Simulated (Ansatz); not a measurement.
NbSi:

```
Nb Si
1.0
     0.00000    2.57383    2.57383
     2.57383    0.00000    2.57383
     2.57383    2.57383    0.00000
Nb Si
1 1
Direct
  0.00000 0.00000 0.00000
  0.50000 0.50000 0.50000
```

The cell was built by a generator and needn't be a form met in nature.

Base run:

| Quantity | Value |
| --- | --- |
| Program | Ansatz 0.2.0 |
| Functional | LDA |
| Potentials or basis | Ansatz PAW |
| Cutoff | 420 eV (not typed: the program's choice for these potentials) |
| k mesh | 9 × 9 × 9 |
| Occupations | fermi-dirac, width 0.05 eV |
| Spin | no spin polarisation |
| Hubbard terms | Nb d U = 3 eV |

Its results: band gap on the k mesh none (metal or under the smearing width); pressure -6.1 GPa.

Q: The run is repeated on the same cell with these changes: hubbard terms from Nb d U = 3 eV to Nb d U = 8 eV. What comes out?

A: Band gap on the k mesh none (metal or under the smearing width); pressure 0.3 GPa.

Caveats: U without spin polarisation on a metal has little footing; the PAW data sets come from PBE, with cores solved anew for the run's functional, which leaves a small shift of forces and pressure; the U is typed as a test and isn't derived for this compound; the density of states is complete only up to the lowest level of the last band computed.
